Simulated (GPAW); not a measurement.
# GeW (Fm-3m) in GPAW: settings compared

Aim: see how the results for GeW move with the level of theory and the settings. Levels: PBE, PBE+U. Tasks: single point.

Everything below comes from runs of GPAW 26.7.0. Logs are shortened: lines on timing, memory, paths and dates and some standing lists are left out, and cuts for length are marked. The log counts tension as positive stress, the text compression.

### Step 1. The crystal as given

It takes space group Fm-3m (No. 225, cubic). Conventional cell: a = 5.155 Å, b = 5.155 Å, c = 5.155 Å, α = 90.00°, β = 90.00°, γ = 90.00°. Ge (site symmetry m-3m) has 6 W at 2.58 Å as nearest neighbours. W (site symmetry m-3m) is surrounded by 6 Ge at 2.58 Å.

The cell was built by a generator and needn't be a form met in nature.

### Step 2. Single point, PBE

File run.py:

```python
from ase.dft.bandgap import bandgap
from ase.io import read, write
from ase.units import Bohr, GPa
from gpaw import GPAW, PW
from gpaw.elf import elf_from_dft_calculation

atoms = read('GeW.xyz')

calc = GPAW(mode=PW(600),
            xc='PBE',
            kpts={'size': (9, 9, 9), 'gamma': True},
            occupations={'name': 'fermi-dirac', 'width': 0.05},
            nbands=19,
            convergence={'density': 1e-05, 'energy': 1e-05},
            maxiter=150,
            txt='gpaw.txt')
atoms.calc = calc
energy = atoms.get_potential_energy()
forces = atoms.get_forces()
stress = atoms.get_stress()
calc.write('gs.gpw')
write('result.traj', atoms)
print(f'Energy: {energy:.6f} eV')
print('Forces (eV/A):')
print(forces.round(4))
print('Stress (GPa):', (stress / GPa).round(3))
print('Fermi level:', round(calc.get_fermi_level(), 4), 'eV')
print(f'Gap: {bandgap(calc)[0]:.4f} eV, direct: {bandgap(calc, direct=True)[0]:.4f} eV')

# fields on the real-space grid
write('density.cube', atoms, data=calc.get_pseudo_density() * Bohr**3)
write('potential.cube', atoms, data=calc.get_electrostatic_potential())
write('elf.cube', atoms, data=elf_from_dft_calculation(calc).data)
```

File GeW.xyz:

```xyz
2
Lattice="0.0000000000 2.5776100000 2.5776100000 2.5776100000 0.0000000000 2.5776100000 2.5776100000 2.5776100000 0.0000000000" Properties=species:S:1:pos:R:3 pbc="T T T"
Ge     2.5776100000      2.5776100000      2.5776100000
W      0.0000000000      0.0000000000      0.0000000000
```

Potentials or basis: GPAW PAW data sets (gpaw-data 1.2.1), pw.

Command:

```bash
$ OMP_NUM_THREADS=1 python run.py
```

gpaw.txt:

```text
__  _  _
 | _ |_)|_||  |
 |__||  | ||/\| - 26.7.0

Input parameters:
  mode=PW(ecut=600.0),
  convergence={'density': 1e-05, 'energy': 1e-05},
  kpts=MonkhorstPack(size=(9, 9, 9), gamma=True),
  maxiter=150,
  nbands=19,
  occupations=Occupations(name='fermi-dirac', width=0.05),
  xc=XC(name='PBE')

Diagonalizing LCAO Hamiltonian
Converting LCAO to pw mode

               Ge

       W

Atoms  # Å, Bohr magnetons
|   | symbol |        x |        y |        z |    initial magnetic moments |
|---|--------|----------|----------|----------|-----------------------------|
| 0 |     Ge | 2.577610 | 2.577610 | 2.577610 | ( 0.0000,  0.0000,  0.0000) |
| 1 |      W | 0.000000 | 0.000000 | 0.000000 | ( 0.0000,  0.0000,  0.0000) |

Unit cell  # Å
| periodic |        x |        y |        z |  lengths |    angles |
|----------|----------|----------|----------|----------|-----------|
|      yes | 0.000000 | 2.577610 | 2.577610 | 3.645291 | 60.000000 |
|      yes | 2.577610 | 0.000000 | 2.577610 | 3.645291 | 60.000000 |
|      yes | 2.577610 | 2.577610 | 0.000000 | 3.645291 | 60.000000 |

Number of symmetries: 48
Symmetry operations  # r_c * U_cc + t_c -> r_c
|    | kind |            matrix            |
|----|------|------------------------------|
|  0 |  σ   |  1, 0, 0,  1, 0,-1,  1,-1, 0 |
|  1 |  C2  |  1, 0, 0,  1,-1, 0,  1, 0,-1 |
|  2 |  E   |  1, 0, 0,  0, 1, 0,  0, 0, 1 |
|  3 |  σ   |  1, 0, 0,  0, 0, 1,  0, 1, 0 |
|  4 |  C4  |  1, 0,-1,  1, 0, 0,  1,-1, 0 |
|  5 |  S6  |  1, 0,-1,  1,-1, 0,  1, 0, 0 |
|  6 |  σ   |  1, 0,-1,  0, 1,-1,  0, 0,-1 |
|  7 |  C3  |  1, 0,-1,  0, 0,-1,  0, 1,-1 |
|  8 |  S6  |  1,-1, 0,  1, 0, 0,  1, 0,-1 |
|  9 |  C4  |  1,-1, 0,  1, 0,-1,  1, 0, 0 |
| 10 |  C3  |  1,-1, 0,  0,-1, 1,  0,-1, 0 |
| 11 |  σ   |  1,-1, 0,  0,-1, 0,  0,-1, 1 |
| 12 |  σ   |  0, 1, 0,  1, 0, 0,  0, 0, 1 |
| 13 |  C4  |  0, 1, 0,  0, 1,-1, -1, 1, 0 |
| 14 |  C3  |  0, 1, 0,  0, 0, 1,  1, 0, 0 |
| 15 |  S6  |  0, 1, 0, -1, 1, 0,  0, 1,-1 |
| 16 |  C2  |  0, 1,-1,  1, 0,-1,  0, 0,-1 |
| 17 |  σ   |  0, 1,-1,  0, 1, 0, -1, 1, 0 |
| 18 |  S4  |  0, 1,-1,  0, 0,-1,  1, 0,-1 |
| 19 |  C4  |  0, 1,-1, -1, 1, 0,  0, 1, 0 |
| 20 |  C3  |  0, 0, 1,  1, 0, 0,  0, 1, 0 |
| 21 |  σ   |  0, 0, 1,  0, 1, 0,  1, 0, 0 |
| 22 |  S6  |  0, 0, 1,  0,-1, 1, -1, 0, 1 |
| 23 |  C4  |  0, 0, 1, -1, 0, 1,  0,-1, 1 |
| 24 |  S4  |  0, 0,-1,  1, 0,-1,  0, 1,-1 |
| 25 |  C3  |  0, 0,-1,  0, 1,-1,  1, 0,-1 |
| 26 |  C2  |  0, 0,-1,  0,-1, 0, -1, 0, 0 |
| 27 |  S6  |  0, 0,-1, -1, 0, 0,  0,-1, 0 |
| 28 |  S4  |  0,-1, 1,  1,-1, 0,  0,-1, 0 |
| 29 |  C4  |  0,-1, 1,  0, 0, 1, -1, 0, 1 |
| 30 |  C2  |  0,-1, 1,  0,-1, 0,  1,-1, 0 |
| 31 |  σ   |  0,-1, 1, -1, 0, 1,  0, 0, 1 |
| 32 |  C3  |  0,-1, 0,  1,-1, 0,  0,-1, 1 |
| 33 |  S6  |  0,-1, 0,  0, 0,-1, -1, 0, 0 |
| 34 |  S4  |  0,-1, 0,  0,-1, 1,  1,-1, 0 |
| 35 |  C2  |  0,-1, 0, -1, 0, 0,  0, 0,-1 |
| 36 |  C2  | -1, 1, 0,  0, 1, 0,  0, 1,-1 |
| 37 |  S6  | -1, 1, 0,  0, 1,-1,  0, 1, 0 |
| 38 |  S4  | -1, 1, 0, -1, 0, 1, -1, 0, 0 |
| 39 |  C3  | -1, 1, 0, -1, 0, 0, -1, 0, 1 |
| 40 |  S6  | -1, 0, 1,  0, 0, 1,  0,-1, 1 |
| 41 |  C2  | -1, 0, 1,  0,-1, 1,  0, 0, 1 |
| 42 |  C3  | -1, 0, 1, -1, 1, 0, -1, 0, 0 |
| 43 |  S4  | -1, 0, 1, -1, 0, 0, -1, 1, 0 |
| 44 |  C2  | -1, 0, 0,  0, 0,-1,  0,-1, 0 |
| 45 |  i   | -1, 0, 0,  0,-1, 0,  0, 0,-1 |
| 46 |  σ   | -1, 0, 0, -1, 1, 0, -1, 0, 1 |
| 47 |  C2  | -1, 0, 0, -1, 0, 1, -1, 1, 0 |

BZ-sampling:
  Number of BZ points: 729
  Number of IBZ points: 35

  Monkhorst-Pack size: [9, 9, 9]
  Monkhorst-Pack shift: [0, 0, 0]

K-points  # in reciprocal-cell coordinates
|     |                                coordinates |     weight |
|-----|--------------------------------------------|------------|
|   0 | (  0.00000000,   0.00000000,   0.00000000) | 0.00137174 |
|   1 | (  0.11111111,   0.11111111,   0.00000000) | 0.00823045 |
|   2 | (  0.11111111,   0.11111111,   0.11111111) | 0.01097394 |
|   3 | (  0.22222222,   0.11111111,   0.11111111) | 0.01646091 |
|   4 | (  0.22222222,   0.22222222,   0.00000000) | 0.00823045 |
|   5 | (  0.22222222,   0.22222222,   0.11111111) | 0.03292181 |
|   6 | (  0.22222222,   0.22222222,   0.22222222) | 0.01097394 |
|   7 | (  0.33333333,   0.22222222,   0.11111111) | 0.03292181 |
|   8 | (  0.33333333,   0.22222222,   0.22222222) | 0.03292181 |
|   9 | (  0.33333333,   0.33333333,  -0.33333333) | 0.01646091 |
| ... |                                            |            |
|  34 | (  0.44444444,   0.44444444,   0.44444444) | 0.01097394 |

Plane wave coefficients: 1158
Cutoff: 600.0 eV

Spin-components: 1 (collinear spins)
Bands:           19
Projectors:      11
Spin-degeneracy: 2
Datatype:        complex128

Parallelization:
  kpt:    1
  domain: 1
  band:   1

Density:
  Valence electrons: 18.0
  Components: 1
  Grid points: [21 21 21]
  Charge: 0.0  # |e|

Potential:
  Grid points: [21 21 21]

species:
  Ge:
    name:    Germanium
    Z:       32.0
    valence: 4
    core:    28
    charge:  0.0  # [|e|]
    compensation charges:
      type: gauss
      rc: 0.32  # [Å]
      lmax: 2
    cutoffs:
      filter: 1.77  # [Å]
      core: 3.42  # [Å]
    projectors
    | kind |    occ | energy [eV] | rcut [Å] |
    |------|--------|-------------|----------|
    |   4s |  2.000 |     -11.726 |    1.005 |
    |   4p |  2.000 |      -3.896 |    1.005 |
    |    s |        |      15.485 |    1.005 |
    |    p |        |      23.315 |    1.005 |
    |    d |        |       0.000 |    1.005 |

    Using partial waves for Ge as LCAO basis

  W:
    name:    Tungsten
    Z:       74.0
    valence: 14
    core:    60
    charge:  0.0  # [|e|]
    compensation charges:
      type: gauss
      rc: 0.40  # [Å]
      lmax: 2
    cutoffs:
      filter: 2.36  # [Å]
      core: 3.02  # [Å]
    projectors
    | kind |    occ | energy [eV] | rcut [Å] |
    |------|--------|-------------|----------|
    |   5s |  2.000 |     -78.830 |    1.344 |
    |   6s |  2.000 |      -5.697 |    1.344 |
    |   5p |  6.000 |     -43.233 |    1.355 |
    |   6p |  0.000 |      -1.367 |    1.355 |
    |   5d |  4.000 |      -4.494 |    1.228 |
    |    d |        |      22.717 |    1.228 |

    Using partial waves for W as LCAO basis

Reference energy: -495869.309508  # eV

eigensolver:
  PPCG
  Converge bands: occupied
  niter=2

density mixing:
  MSR1-Mixer
  Pratt-step length: 0.05
  Maximum mixing coefficient: 0.75
  Old densities: 10
  SVD Regularization: 0.005
  Good broyden scale: 1.0
  Trust region scale: 1.0
  Backstep threshold: 4.0
  History deletion threshold: 6.0
  Fourier metric: weight=20.0, sigma=0.015

occupation numbers:
  Fermi-Dirac:
    width: 0.0500  # eV

poisson solver:
  ecut: 4800.0  # eV

xc functional:
  name: PBE with 2 nearest neighbor stencil

convergence criteria:
- Maximum integral of absolute [dens]ity change: 1e-05 electrons / valence electron
- Maximum [total energy] change in last 3 cyles: 1e-05 eV / valence electron
- Maximum integral of absolute [eigenst]ate change: 4e-08 eV^2 / valence electron
maximum number of iterations: 150

SCF iterations
|iter     | |      energy | eigst |  dens |
|---------|-|-------------|-------|-------|
|iter:   1| |  -14.456597 | -0.07 |       |
|iter:   2| |  -14.414961 | -2.73 | -1.25 |
|iter:   3| |  -14.321234 | -2.14 | -1.29 |
|iter:   4| |  -14.329471 | -3.98 | -1.78 |
|iter:   5| |  -14.332536 | -3.76 | -2.06 |
|iter:   6| |  -14.332532 | -5.59 | -3.17 |
|iter:   7| |  -14.332529c| -7.48c| -4.02 |
|iter:   8| |  -14.332530c| -7.56c| -4.51 |
|iter:   9| |  -14.332530c| -8.60c| -5.77c|

Converged in 9 steps
Energy contributions relative to reference atoms: (reference = -495869.309508)

Energy contributions:
  Kinetic:          19.019025
  Coulomb:         -16.918763
  Zero:             -0.067472
  External:          0.000000
  Xc:              -16.353332
  Entropy:          -0.023974
  Spinorbit:         0.000000
  ----------------------------
  Free energy:     -14.344517
  Extrapolated:    -14.332530

dipole moment: (-19.107909, -19.107909, -19.107909)  # |e|*Ang

Fermi level: 11.170
Eigenvalues  # (at kpt = [0.000, 0.000, 0.000])
| band index |      eig [eV] | occ [0-2] |
|------------|---------------|-----------|
|          0 |       -63.099 |     2.000 |
|        ... |               |           |
|          2 |       -27.556 |     2.000 |
|          3 |       -27.556 |     2.000 |
|          4 |        -1.129 |     2.000 |
|          5 |         9.542 |     2.000 |
|          6 |         9.542 |     2.000 |
|          7 |         9.542 |     2.000 |
[... 9 lines left out ...]
|         17 |        26.087 |     0.000 |
|         18 |        26.749 |     0.000 |

No gap
No difference between direct/indirect transitions

Forces  # eV/Ang
|        x |        y |        z |
|----------|----------|----------|
| -0.00000 | -0.00000 | -0.00000 |  # Ge   0
|  0.00000 | -0.00000 | -0.00000 |  # W    1

Stress tensor  # eV/Ang^3
|         x |         y |         z |
|-----------|-----------|-----------|
| -0.002023 | -0.000000 | -0.000000 |
| -0.000000 | -0.002023 |  0.000000 |
| -0.000000 |  0.000000 | -0.002023 |

# Writing to gs.gpw (mode='')
```

stdout:

```text
Energy: -14.332530 eV
Forces (eV/A):
[[-0. -0. -0.]
 [ 0. -0. -0.]]
Stress (GPa): [-0.324 -0.324 -0.324  0.    -0.    -0.   ]
Fermi level: 11.1698 eV
Gap: 0.0000 eV, direct: 0.0000 eV
```

It took 17 s on 1 thread of Arm Neoverse V1, shared host; peak memory 0.15 GiB.

What came out:

```yaml
Free_energy: -14.3445 eV
Pressure: 0.3 GPa
Band_gap_on_the_k_mesh: none (metal or under the smearing width)
```

Levels at points of the mesh, in eV from the Fermi level:
| k point | band 5 | band 6 | band 7 | band 8 | band 9 | band 10 | band 11 | band 12 | band 13 | band 14 |
| --- | --- | --- | --- | --- | --- | --- | --- | --- | --- | --- |
| (0.00, 0.00, 0.00) | -12.30 | -1.63 | -1.63 | -1.63 | -0.88 | -0.88 | 2.45 | 2.45 | 2.45 | 7.62 |

Spin-orbit coupling is left out, which matters for the levels of W.

### Step 3. Single point, PBE+U

Edit run.py of step 2 so:

```diff
@@ -2,5 +2,4 @@
 from ase.io import read, write
-from ase.units import Bohr, GPa
+from ase.units import GPa
 from gpaw import GPAW, PW
-from gpaw.elf import elf_from_dft_calculation
 
@@ -12,2 +11,3 @@
             occupations={'name': 'fermi-dirac', 'width': 0.05},
+            setups={'W': ':d,1.0'},
             nbands=19,
@@ -28,6 +28 @@
 print(f'Gap: {bandgap(calc)[0]:.4f} eV, direct: {bandgap(calc, direct=True)[0]:.4f} eV')
-
-# fields on the real-space grid
-write('density.cube', atoms, data=calc.get_pseudo_density() * Bohr**3)
-write('potential.cube', atoms, data=calc.get_electrostatic_potential())
-write('elf.cube', atoms, data=elf_from_dft_calculation(calc).data)
```

GeW.xyz is that of step 2.

Potentials or basis: GPAW PAW data sets (gpaw-data 1.2.1), pw.

Command:

```bash
$ OMP_NUM_THREADS=1 python run.py
```

It took 19 s on 1 thread of Arm Neoverse V1, shared host; peak memory 0.15 GiB.

Results (log left out):

| Item | Value |
| --- | --- |
| Free energy | -13.1205 eV |
| Pressure | 0.6 GPa |
| Band gap on the k mesh | none (metal or under the smearing width) |

Levels at points of the mesh, in eV from the Fermi level:
| k point | band 6 | band 7 | band 8 | band 9 | band 10 | band 11 | band 12 | band 13 |
| --- | --- | --- | --- | --- | --- | --- | --- | --- |
| (0.00, 0.00, 0.00) | -1.61 | -1.61 | -1.61 | -0.94 | -0.94 | 2.42 | 2.42 | 2.42 |

Caveat: U without spin polarisation on a metal has little footing; the U is typed as a test and isn't derived for this compound. The run has no spin-orbit coupling, so splittings on W are missing.

### Step 4. Single point, PBE+U

Edit run.py of step 3 so:

```diff
@@ -11,3 +11,3 @@
             occupations={'name': 'fermi-dirac', 'width': 0.05},
-            setups={'W': ':d,1.0'},
+            setups={'W': ':d,2.0'},
             nbands=19,
```

GeW.xyz is that of step 3.

Command:

```bash
$ OMP_NUM_THREADS=1 python run.py
```

Run time: 19 s. Hardware: 1 thread of Arm Neoverse V1, shared host; peak memory 0.15 GiB.

Results (log left out):

```yaml
Free_energy: -11.9013 eV
Pressure: 1.0 GPa
Band_gap_on_the_k_mesh: none (metal or under the smearing width)
```

Levels at points of the mesh, in eV from the Fermi level:
| k point | band 7 | band 8 | band 9 | band 10 | band 11 | band 12 |
| --- | --- | --- | --- | --- | --- | --- |
| (0.00, 0.00, 0.00) | -1.58 | -1.58 | -1.04 | -1.04 | 2.37 | 2.37 |

Caveat: U without spin polarisation on a metal has little footing; the U is typed as a test and isn't derived for this compound.

### Step 5. Summary

| level | U | gap on the mesh (eV) | pressure (GPa) |
| --- | --- | --- | --- |
| PBE | - | none | 0.3 |
| PBE+U | W d U = 1 eV | none | 0.6 |
| PBE+U | W d U = 2 eV | none | 1.0 |

Alike in all rows: task single point; potentials or basis GPAW PAW data sets (gpaw-data 1.2.1), pw; no spin polarisation; cell as given; k mesh 9 × 9 × 9; cutoff (eV) 600; smearing fermi-dirac 0.05 eV.

Every run on the cell as given and a fine mesh finds a metal. The pressure there spans 0.3 GPa (PBE) to 1.0 GPa (PBE+U); a positive pressure means that this level wants a larger cell, a negative one a smaller.

Caveats: U without spin polarisation on a metal has little footing (some runs); the U is typed as a test and isn't derived for this compound (some runs).

Absolute energies hang on the potentials; compare differences alone.
